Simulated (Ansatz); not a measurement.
# CHClFGeN (SMILES N#[C][GeH]([F])[Cl]): PBE/cc-pVDZ

What is the vertical singlet–triplet gap of CHClFGeN at PBE/cc-pVDZ? 

Program for the calculation: Ansatz 0.2.0.

154 further runs of the same task are left out: 1 that didn't finish, 153 set aside as unsound or not needed.

## (1) The system as given

The species is CHClFGeN (6 atoms), meant as a singlet with charge 0. As SMILES, `N#[C][GeH]([F])[Cl]`. The coordinates come from a PBE0-D4/def2-TZVP relaxation.

Bond lengths: N1–C2 1.151 Å, C2–Ge3 1.913 Å, Ge3–F4 1.718 Å, Ge3–Cl5 2.113 Å, Ge3–H6 1.520 Å. Angles: N1–C2–Ge3 178.0°, C2–Ge3–F4 105.5°, C2–Ge3–Cl5 108.2°, F4–Ge3–Cl5 107.8°, C2–Ge3–H6 113.0°, F4–Ge3–H6 109.5°, Cl5–Ge3–H6 112.5°.

## (2) A single-point energy at PBE/cc-pVDZ

run.yaml reads:

```yaml
crystal:
  periodic: [false, false, false]
  atoms:
    - symbol: N
      position_ang: [-1.036900, -2.307000, 0.030700]
    - symbol: C
      position_ang: [-0.544000, -1.267300, 0.040100]
    - symbol: Ge
      position_ang: [0.237100, 0.477900, 0.107700]
    - symbol: F
      position_ang: [1.896000, 0.253800, -0.276600]
    - symbol: Cl
      position_ang: [-0.627600, 1.648100, -1.423900]
    - symbol: H
      position_ang: [0.117300, 1.130400, 1.475800]
basis:
  gaussian:
    orbitals: cc-pVDZ
output: {orbitals: {seedname: orbitals}}
magnetization:
  spin_polarized: false
  initial_magnetization: 0
hamiltonian:
  xc: pbe
accuracy: high
```

Run with:

```
$ ansatz run run.yaml --threads 1 --pin off --max-ram 3480MiB --events-out events.jsonl --progress --plain --runs-dir runs
```

Log:

```text
Warning: RAYON_NUM_THREADS=1 ignored (pool sized by the plan → 1); use --threads N
Functional definition: PBE
  name "PBE"
  parameter kappa = 0.804
  parameter beta = 0.06672455060314922
  exchange = pbe_x(kappa = kappa, mu = beta*pi^2/3)
  correlation = pbe_c(beta = beta)
2015 factors; integrals over basis functions are off by at most 4.4e-9 eV
mean field evaluation 1: about -74276.7909 eV, gradient 5.1e1 eV
mean field evaluation 2: about -74245.7078 eV, gradient 1.3e2 eV
mean field evaluation 4: about -74282.0592 eV, gradient 1.4e1 eV
mean field evaluation 8: about -74282.4478 eV, gradient 3.7e-1 eV
mean field evaluation 16: about -74282.4482 eV, gradient 1.1e-5 eV
mean field -74282.44815683 eV, -2729.8296193117 hartree, gradient 3.8e-8 eV, S^2 0.000000; 0 other end points of the search recorded, 0 dependent functions left out
reference -74282.44815978 eV, -2729.8296194200 hartree; 36, 36 occupied and 56, 56 virtual orbitals, 2015 factors
Total energy: -74282.44815978 eV, -2729.8296194200 hartree
```

Wall time 9 s (1 thread of Arm Neoverse V1, shared host); peak memory 0.24 GiB.

## (3) The triplet, same level

molecule.yaml reads:

```yaml
crystal:
  periodic: [false, false, false]
  atoms:
    - symbol: "N"
      position_ang: [-1.036900, -2.307000, 0.030700]
    - symbol: C
      position_ang: [-0.544000, -1.267300, 0.040100]
    - symbol: Ge
      position_ang: [0.237100, 0.477900, 0.107700]
    - symbol: F
      position_ang: [1.896000, 0.253800, -0.276600]
    - symbol: Cl
      position_ang: [-0.627600, 1.648100, -1.423900]
    - symbol: H
      position_ang: [0.117300, 1.130400, 1.475800]
basis:
  gaussian:
    orbitals: cc-pVDZ
magnetization:
  spin_polarized: true
  initial_magnetization: 2
hamiltonian:
  xc: {name: PBE}
accuracy: high
output: {orbitals: {seedname: orbitals}}
```

Run with:

```
$ ansatz run molecule.yaml --threads 1 --pin off --max-ram 3480MiB --events-out events.jsonl --progress --plain --runs-dir runs
```

Log (excerpt; [...] marks lines left out):

```text
Warning: RAYON_NUM_THREADS=1 ignored (pool sized by the plan → 1); use --threads N
[... 2 set-up lines as earlier in the session ...]
[...]
2015 factors; integrals over basis functions are off by at most 4.4e-9 eV
[...]
mean field -74276.39907523 eV, -2729.6073196633 hartree, gradient 2.7e-8 eV, S^2 2.002967; 10 other end points of the search recorded, 0 dependent functions left out
reference -74276.39907838 eV, -2729.6073197789 hartree; 37, 35 occupied and 55, 57 virtual orbitals, 2015 factors
Total energy: -74276.39907838 eV, -2729.6073197789 hartree
```

It took 58 s on 1 thread of Arm Neoverse V1, shared host; peak memory 0.33 GiB.

## (4) Outcome

At PBE/cc-pVDZ:

| quantity | value |
| --- | --- |
| singlet: total energy | -2729.82962 Eh |
| singlet: HOMO energy | -8.37 eV |
| singlet: LUMO energy | -2.21 eV |
| singlet: HOMO–LUMO gap | 6.16 eV |
| triplet: total energy | -2729.60732 Eh |
| triplet: HOMO energy (highest over α and β) | -2.96 eV |
| triplet: ⟨S²⟩ | 2.003 |
| vertical energy of the triplet above the singlet | 6.049 eV |

**Reading.** At this shape the triplet lies 6.05 eV (139 kcal/mol) above the singlet.
